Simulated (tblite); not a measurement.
## A script for Ba₂C (GFN2-xTB)

These are simulated results from tblite 0.8.0, not measurements. The cell was built from a prototype and was relaxed with r2SCAN in plane waves (Ansatz 0.2.0). Not every such cell is a known phase. All runs are without spin polarisation.

The symmetry is Fm-3m (No. 225, cubic); conventional cell a = 7.013 Å, 28.75 Å³ an atom. C has 8 Ba at 3.04 Å; Ba has 4 C at 3.04 Å.

tblite solves periodic systems at the zone centre alone, so the script builds a cluster of 2×2×2 conventional cells (96 atoms), which folds in a coarse mesh of k points.

Input script:

```python
import json
from ase import Atoms
from ase.build import make_supercell
from ase.units import Bohr, GPa, Hartree
from tblite.interface import Calculator

atoms = Atoms(['C', 'Ba', 'Ba'],
              cell=[[0.0, 3.506649, 3.506649], [3.506649, 0.0, 3.506649], [3.506649, 3.506649, -0.0]],
              scaled_positions=[[-0.0, 0.0, 0.0], [0.25, 0.25, 0.25], [0.75, 0.75, 0.75]],
              pbc=True)
cluster = make_supercell(atoms, [[-2, 2, 2], [2, -2, 2], [2, 2, -2]])
calc = Calculator('GFN2-xTB', cluster.numbers, cluster.positions / Bohr, lattice=cluster.cell[:] / Bohr, periodic=cluster.pbc)
calc.set('temperature', 0.02 / Hartree)
calc.set('max-iter', 150)
res = calc.singlepoint()
levels = res.get('orbital-energies') * Hartree
nv = round(res.get('orbital-occupations').sum() / 2)
cells = len(cluster) // len(atoms)
out = {'energy_per_cell': res.get('energy') * Hartree / cells, 'homo': levels[nv - 1], 'lumo': levels[nv],
       'stress': (-res.get('virial') * Hartree / cluster.get_volume() / GPa).tolist(), 'charges': res.get('charges')[:len(atoms)].tolist(), 'electrons': 2 * nv / cells}
json.dump(out, open('results.json', 'w'))
for key, value in out.items():
    print(key, value)
```

Command: `python run.py`. It took 26 s on 1 thread of Arm Neoverse V2, with other jobs on the host, peak memory 0.16 GiB.

Output:

```
------------------------------------------------------------
  cycle        total energy    energy error   density error
------------------------------------------------------------
      1     -18.18488008816  -1.8572952E+01   6.1099875E-01
      2      161.0201840210   1.7920506E+02   9.5471403E-01
      3     -92.06518558622  -2.5308537E+02   1.4154119E-01
      4     -91.57689072880   4.8829486E-01   1.2151751E-01
      5     -91.04150508021   5.3538565E-01   1.2731608E-01
      6     -89.26374783285   1.7777572E+00   1.6745491E-01
      7     -91.74870294054  -2.4849551E+00   1.4313965E-01
      8     -93.18465584098  -1.4359529E+00   1.0863071E-01
      9     -93.17572098343   8.9348576E-03   5.5613007E-02
     10     -93.12195737286   5.3763611E-02   5.6330597E-02
     11     -93.18749695999  -6.5539587E-02   5.4418970E-02
     12     -93.21690467455  -2.9407715E-02   4.1298464E-02
     13     -93.22368482765  -6.7801531E-03   3.9656232E-02
     14     -93.26490601502  -4.1221187E-02   3.2745864E-02
     15     -93.29784999295  -3.2943978E-02   2.6686147E-02
     16     -93.32368371880  -2.5833726E-02   1.9103862E-02
     17     -93.32254264472   1.1410741E-03   1.9523199E-02
     18     -93.32401586203  -1.4732173E-03   1.6763282E-02
     19     -93.33151076725  -7.4949052E-03   1.4449105E-02
     20     -93.33805488063  -6.5441134E-03   1.0375598E-02
     21     -93.33905831300  -1.0034324E-03   9.2641995E-03
     22     -93.33858278572   4.7552727E-04   9.4827555E-03
     23     -93.33820903003   3.7375569E-04   9.3249409E-03
     24     -93.33956056405  -1.3515340E-03   8.7308601E-03
     25     -93.34007352619  -5.1296214E-04   8.0608067E-03
     26     -93.33999344454   8.0081651E-05   7.9890946E-03
     27     -93.34018000829  -1.8656375E-04   7.8983875E-03
     28     -93.34010221530   7.7792987E-05   7.7333231E-03
     29     -93.34032811140  -2.2589610E-04   7.4740254E-03
     30     -93.33988073315   4.4737826E-04   7.6102301E-03
     31     -93.33963991627   2.4081688E-04   7.7557418E-03
     32     -93.33919339143   4.4652484E-04   7.9511843E-03
     33     -93.33965688982  -4.6349839E-04   7.7452688E-03
     34     -93.34015180239  -4.9491257E-04   7.3603899E-03
     35     -93.34014921457   2.5878244E-06   7.1847920E-03
     36     -93.34048094280  -3.3172823E-04   6.8922679E-03
     37     -93.34030548981   1.7545299E-04   6.9737582E-03
     38     -93.34061584598  -3.1035617E-04   6.8684359E-03
     39     -93.34059871641   1.7129570E-05   6.8910790E-03
     40     -93.34062266719  -2.3950775E-05   6.7586834E-03
     41     -93.34067359005  -5.0922859E-05   6.6300226E-03
     42     -93.34070031147  -2.6721416E-05   6.6233378E-03
     43     -93.34068082006   1.9491406E-05   6.6203704E-03
     44     -93.34054033136   1.4048870E-04   6.5485518E-03
     45     -93.34044957503   9.0756328E-05   6.3278108E-03
     46     -93.34053561074  -8.6035709E-05   6.2971073E-03
     47     -93.34046600692   6.9603819E-05   6.2784130E-03
     48     -93.34029140214   1.7460478E-04   6.2564531E-03
     49     -93.34030555625  -1.4154111E-05   6.2587640E-03
     50     -93.34037588545  -7.0329203E-05   6.2383925E-03
[... 5 lines left out ...]
     56     -93.34072227703   5.8660450E-06   5.6140821E-03
     57     -93.34076247389  -4.0196859E-05   5.3830010E-03
     58     -93.34090277245  -1.4029856E-04   4.9488745E-03
     59     -93.34107842039  -1.7564794E-04   4.7892861E-03
     60     -93.34114147338  -6.3052992E-05   4.7600807E-03
     61     -93.34116765764  -2.6184257E-05   4.7484030E-03
     62     -93.34125164032  -8.3982679E-05   4.7807655E-03
     63     -93.34126435558  -1.2715262E-05   4.7494823E-03
     64     -93.34125526444   9.0911468E-06   4.7110499E-03
     65     -93.34119780236   5.7462072E-05   4.7812873E-03
     66     -93.34116163603   3.6166336E-05   4.7892129E-03
     67     -93.34117985014  -1.8214114E-05   4.6903753E-03
     68     -93.34121726907  -3.7418932E-05   4.6248552E-03
     69     -93.34115961380   5.7655278E-05   4.6776880E-03
     70     -93.34126110623  -1.0149243E-04   4.5602530E-03
     71     -93.34138056404  -1.1945781E-04   4.4040896E-03
     72     -93.34145861705  -7.8053010E-05   4.2903100E-03
     73     -93.34147175319  -1.3136132E-05   4.2679749E-03
     74     -93.34154217722  -7.0424031E-05   4.1972446E-03
     75     -93.34159208007  -4.9902856E-05   4.0816785E-03
     76     -93.34161214702  -2.0066949E-05   4.0346463E-03
     77     -93.34158125058   3.0896447E-05   4.1067543E-03
     78     -93.34156537225   1.5878327E-05   4.0910025E-03
     79     -93.34160328206  -3.7909807E-05   4.0031785E-03
     80     -93.34162197810  -1.8696045E-05   3.9794624E-03
     81     -93.34162379324  -1.8151364E-06   3.9762354E-03
     82     -93.34172953882  -1.0574558E-04   3.7755381E-03
     83     -93.34184866936  -1.1913054E-04   3.5667397E-03
     84     -93.34184661339   2.0559762E-06   3.5706083E-03
     85     -93.34188321303  -3.6599644E-05   3.5069540E-03
     86     -93.34194592286  -6.2709830E-05   3.3715343E-03
     87     -93.34199120696  -4.5284097E-05   3.2771835E-03
     88     -93.34198263081   8.5761465E-06   3.2912314E-03
     89     -93.34201751141  -3.4880600E-05   3.2264489E-03
     90     -93.34213134725  -1.1383584E-04   2.9840513E-03
     91     -93.34213592138  -4.5741278E-06   2.9642682E-03
     92     -93.34227676857  -1.4084719E-04   2.6751911E-03
     93     -93.34253285237  -2.5608380E-04   2.0448884E-03
     94     -93.34260307678  -7.0224403E-05   1.7814267E-03
     95     -93.34269689028  -9.3813506E-05   1.2556970E-03
     96     -93.34271919636  -2.2306079E-05   1.1095433E-03
     97     -93.34272120122  -2.0048604E-06   1.0995319E-03
     98     -93.34272640846  -5.2072398E-06   1.0359794E-03
     99     -93.34274644536  -2.0036896E-05   8.6071264E-04
    100     -93.34277650508  -3.0059718E-05   6.4964890E-04
    101     -93.34277647647   2.8604433E-08   6.4987405E-04
    102     -93.34277994918  -3.4727038E-06   6.0270658E-04
    103     -93.34278666149  -6.7123117E-06   5.1201359E-04
    104     -93.34279049409  -3.8326031E-06   4.5404090E-04
    105     -93.34279049061   3.4796415E-09   4.5402128E-04
    106     -93.34279100725  -5.1663957E-07   4.3080332E-04
    107     -93.34279091542   9.1832192E-08   4.3181139E-04
    108     -93.34279099857  -8.3151505E-08   4.3495493E-04
    109     -93.34279104853  -4.9964143E-08   4.3622912E-04
    110     -93.34279181354  -7.6500503E-07   4.1960570E-04
    111     -93.34279251536  -7.0181650E-07   4.1777702E-04
    112     -93.34279240625   1.0910304E-07   4.1646241E-04
    113     -93.34279401158  -1.6053278E-06   3.8838893E-04
    114     -93.34279649176  -2.4801783E-06   3.4313939E-04
    115     -93.34279638719   1.0457251E-07   3.4339713E-04
    116     -93.34279652007  -1.3288199E-07   3.2943837E-04
    117     -93.34279981996  -3.2998948E-06   2.4596171E-04
    118     -93.34280094526  -1.1252937E-06   2.1742495E-04
    119     -93.34280110529  -1.6003114E-07   2.1246897E-04
    120     -93.34280129798  -1.9269578E-07   1.9823254E-04
    121     -93.34280184248  -5.4450111E-07   1.7713568E-04
    122     -93.34280202202  -1.7953309E-07   1.6964488E-04
    123     -93.34280202742  -5.4008353E-09   1.6955347E-04
    124     -93.34280195150   7.5917484E-08   1.6879305E-04
    125     -93.34280201489  -6.3386992E-08   1.6638501E-04
    126     -93.34280208845  -7.3559320E-08   1.6558647E-04
    127     -93.34280203656   5.1885166E-08   1.6480065E-04
    128     -93.34280210103  -6.4463762E-08   1.5731020E-04
    129     -93.34280220080  -9.9778831E-08   1.5525352E-04
    130     -93.34280213300   6.7802560E-08   1.5484534E-04
    131     -93.34280221011  -7.7103365E-08   1.4527505E-04
    132     -93.34280232446  -1.1435641E-07   1.3917327E-04
    133     -93.34280229505   2.9416881E-08   1.3995325E-04
    134     -93.34280226492   3.0122465E-08   1.3654748E-04
    135     -93.34280258167  -3.1674895E-07   1.0543589E-04
    136     -93.34280258761  -5.9395262E-09   1.0521715E-04
    137     -93.34280253751   5.0103864E-08   1.0274101E-04
    138     -93.34280264773  -1.1022529E-07   8.2772374E-05
    139     -93.34280269495  -4.7217924E-08   8.1379670E-05
    140     -93.34280269088   4.0722909E-09   8.0497096E-05
    141     -93.34280271070  -1.9817691E-08   7.2232220E-05
    142     -93.34280270218   8.5128562E-09   7.8102170E-05
    143     -93.34280269499   7.1951547E-09   8.0595349E-05
    144     -93.34280269511  -1.2042278E-10   8.1750370E-05
    145     -93.34280268057   1.4535374E-08   8.2771976E-05
    146     -93.34280266888   1.1689679E-08   8.5152314E-05
    147     -93.34280266585   3.0323406E-09   8.7550492E-05
    148     -93.34280268161  -1.5754296E-08   8.9800542E-05
    149     -93.34280268048   1.1256986E-09   8.9792853E-05
    150     -93.34280267118   9.2967269E-09   9.1590938E-05
------------------------------------------------------------

 total:                                  25.218 sec
tblite.exceptions.TBLiteRuntimeError: SCF not converged in 150 cycles
```

The self-consistent cycle didn't converge within its limit, so this run gives no property of the crystal.

xTB was fitted mostly to molecules, and a small cluster samples few k points, so gaps, pressures and kinks along a curve can be far from a solid's.

Spin-orbit coupling is left out.
